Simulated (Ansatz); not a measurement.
# H8N2O2Si2: one species, many methods

One table from this session's results is given with a row withheld; the runs are named, their logs left out.

Computed with Ansatz 0.2.0, Gaussian basis. Level: functionals in def2-TZVPP, the program's frozen cores in correlated methods.

The runs, in order: PBE-D4, r2SCAN-D4, PBE0-D4, B3LYP-D4, ωB97X-V, ωB97M-V, B2PLYP; CCSD(T)/def2-TZVPP; MP2/def2-QZVPP; extrapolation to the limit.

## The geometry

The geometry comes from an earlier relaxation with PBE0-D4 in a triple-zeta def2 set; it is a stationary point, not always the lowest conformer.

14 atoms, charge 0, spin multiplicity 1.

Atoms are counted from 1 here; the program's logs count them from 0.

Bond lengths: N1–Si2 1.738 Å, N1–H7 1.009 Å, N1–H8 1.010 Å, Si2–Si3 2.340 Å, Si2–H9 1.490 Å, Si2–H10 1.499 Å, Si3–N4 1.712 Å, Si3–O5 1.649 Å, Si3–O6 1.644 Å, N4–H11 1.009 Å, N4–H12 1.010 Å, O5–H13 0.960 Å, O6–H14 0.959 Å. Angles: Si2–N1–H7 119.3°, Si2–N1–H8 116.8°, H7–N1–H8 110.0°, N1–Si2–Si3 103.1°, N1–Si2–H9 106.8°, N1–Si2–H10 115.3°, Si3–Si2–H9 112.5°, Si3–Si2–H10 112.9°, H9–Si2–H10 106.2°, Si2–Si3–N4 106.4°, Si2–Si3–O5 108.1°, Si2–Si3–O6 115.8°, N4–Si3–O5 109.4°, N4–Si3–O6 111.2°, O5–Si3–O6 105.8°, Si3–N4–H11 119.1°, Si3–N4–H12 118.8°, H11–N4–H12 110.5° and more.

As a file:

```mol
H8N2O2Si2
  3D, bonds by distance, orders not assigned

 14 13  0  0  0  0  0  0  0  0999 V2000
   -2.2104   -0.0354   -0.1629 N   0  0
   -1.0078    0.2974    1.0462 Si  0  0
    0.9972   -0.2341   -0.0378 Si  0  0
    1.2134    0.9434   -1.2610 N   0  0
    0.8258   -1.7205   -0.7309 O   0  0
    2.3244   -0.3408    0.9264 O   0  0
   -3.1825   -0.0690    0.1042 H   0  0
   -2.1122    0.4422   -1.0469 H   0  0
   -1.2924   -0.6062    2.1966 H   0  0
   -1.0208    1.6917    1.5963 H   0  0
    1.2394    1.9183   -1.0039 H   0  0
    1.8699    0.7570   -2.0057 H   0  0
   -0.0522   -1.9056   -1.0730 H   0  0
    2.4083   -1.1383    1.4526 H   0  0
  1  2  8  0
  2  3  8  0
  3  4  8  0
  3  5  8  0
  3  6  8  0
  1  7  8  0
  1  8  8  0
  2  9  8  0
  2 10  8  0
  4 11  8  0
  4 12  8  0
  5 13  8  0
  6 14  8  0
M  END
```

Set-up of the first run:

in.yaml

```yaml
crystal:
  periodic: [false, false, false]
  atoms:
    - {symbol: N, position_ang: [-2.210408, -0.035439, -0.162930]}
    - {symbol: Si, position_ang: [-1.007833, 0.297409, 1.046207]}
    - {symbol: Si, position_ang: [0.997152, -0.234083, -0.037779]}
    - {symbol: N, position_ang: [1.213363, 0.943438, -1.261045]}
    - {symbol: O, position_ang: [0.825804, -1.720535, -0.730901]}
    - {symbol: O, position_ang: [2.324449, -0.340832, 0.926351]}
    - {symbol: H, position_ang: [-3.182522, -0.069024, 0.104198]}
    - {symbol: H, position_ang: [-2.112157, 0.442153, -1.046923]}
    - {symbol: H, position_ang: [-1.292402, -0.606219, 2.196579]}
    - {symbol: H, position_ang: [-1.020830, 1.691749, 1.596258]}
    - {symbol: H, position_ang: [1.239396, 1.918340, -1.003916]}
    - {symbol: H, position_ang: [1.869872, 0.756958, -2.005703]}
    - {symbol: H, position_ang: [-0.052216, -1.905586, -1.073025]}
    - {symbol: H, position_ang: [2.408332, -1.138319, 1.452619]}
basis:
  gaussian: {orbitals: def2-TZVPP}
hamiltonian: {xc: pbe, dispersion: d4}
output: {forces: true, orbitals: {seedname: orbitals}}
```

Started as:

```
ansatz run in.yaml --threads 2 --pin off --events-out ev --progress --plain --max-ram 22528MiB --backend cuda --devices 0, --max-vram 18GiB
```

Steps of the session up to this table: PBE-D4 (GGA); r2SCAN-D4 (meta-GGA); PBE0-D4 (hybrid); B3LYP-D4 (hybrid); ωB97X-V (range-separated); ωB97M-V (range-separated); B2PLYP (double hybrid); CCSD(T) in def2-TZVPP; MP2 in def2-QZVPP.

One of the session's tables, all rows but one given; the rest of the session is left out.

It belongs to the step «Atomisation energies». 

| method | atomisation energy (kcal/mol) |
| --- | --- |
| PBE-D4 | 1221.2 |
| r2SCAN-D4 | 1203.1 |
| PBE0-D4 | 1195.6 |
| B3LYP-D4 | 1207.7 |
| ωB97X-V | 1214.2 |
| ωB97M-V | 1212.6 |
| B2PLYP | 1192.5 |
| HF/def2-TZVPP | 833.8 |
| MP2/def2-TZVPP | 1190.1 |
| CCSD/def2-TZVPP | 1152.6 |
| CCSD(T)/def2-TZVPP | ? |
| MP2/CBS | 1232.1 |
| CCSD(T)/CBS | 1212.6 |

Q: Estimate the row for CCSD(T)/def2-TZVPP from the others.

As computed: atomisation energy (kcal/mol): 1170.7. In the column «atomisation energy (kcal/mol)» it lies between CCSD/def2-TZVPP (1152.6) and MP2/def2-TZVPP (1190.1).
